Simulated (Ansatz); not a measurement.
**BBrGaH₃: single points off equilibrium**

The task here is to estimate one member of a computed series from the others.

Method: single points in def2-TZVPP; program: Ansatz 0.2.0, Gaussian basis.

Correlated methods freeze the cores. Filled d shells of the heavier atoms are correlated.

## The system as given

SMILES `[BH2][GaH][Br]`, 6 atoms, charge 0, spin multiplicity 1.

Atoms are counted from 1 here; the program's logs count them from 0.

Bond lengths: B1–Ga2 2.165 Å, B1–H4 1.212 Å, B1–H5 1.236 Å, Ga2–Br3 2.416 Å, Ga2–H6 1.641 Å. Angles: Ga2–B1–H4 120.8°, Ga2–B1–H5 121.8°, H4–B1–H5 116.7°, B1–Ga2–Br3 112.9°, B1–Ga2–H6 139.6°, Br3–Ga2–H6 107.4°.

Coordinates:

```xyz
6

B    -0.7147    0.5103   -0.9122
Ga    0.4677   -0.0099    0.8249
Br    1.2207   -2.3050    0.7980
H    -1.9021    0.2684   -0.9500
H    -0.1917    0.8944   -1.9642
H     1.0915    0.6943    2.1692
```

The first run:

Contents of run/in.yaml:

```yaml
crystal:
  periodic: [false, false, false]
  atoms:
    - {symbol: B, position_ang: [-0.714700, 0.510300, -0.912200]}
    - {symbol: Ga, position_ang: [0.467700, -0.009900, 0.824900]}
    - {symbol: Br, position_ang: [1.220700, -2.305000, 0.798000]}
    - {symbol: H, position_ang: [-1.902100, 0.268400, -0.950000]}
    - {symbol: H, position_ang: [-0.191700, 0.894400, -1.964200]}
    - {symbol: H, position_ang: [1.091500, 0.694300, 2.169200]}
basis:
  gaussian: {orbitals: def2-TZVPP}
correlation: {method: ccsd_t}
output: {forces: true}
```

No record of the launch command was kept for these runs.

Steps of the session up to this table: CCSD(T)/def2-TZVPP; PBE0-D4/def2-TZVPP; wB97M-V/def2-TZVPP; r2SCAN-D4/def2-TZVPP; PBE-D4/def2-TZVPP; revPBE-D4/def2-TZVPP; SPW92/def2-TZVPP.

One of the session's tables, all rows but one given; the rest of the session is left out.

```
   method  RMS force component (eV/Å)  angle to CCSD(T) forces (°)  dipole (D)
  CCSD(T)                       0.476                    reference        3.05
  PBE0-D4                       0.446                          4.8        3.09
  wB97M-V                       0.499                          6.0        3.21
r2SCAN-D4                       0.455                          7.1        3.00
   PBE-D4                       0.362                         13.5        2.80
revPBE-D4                       0.338                         14.5        2.80
    SPW92                           ?                            ?           ?
```

Estimate the missing values for SPW92.

As computed: RMS force component (eV/Å): 0.456; angle to CCSD(T) forces (°): 23.8; dipole (D): 2.83. In the column «RMS force component (eV/Å)» it lies between r2SCAN-D4 (0.455) and CCSD(T) (0.476).
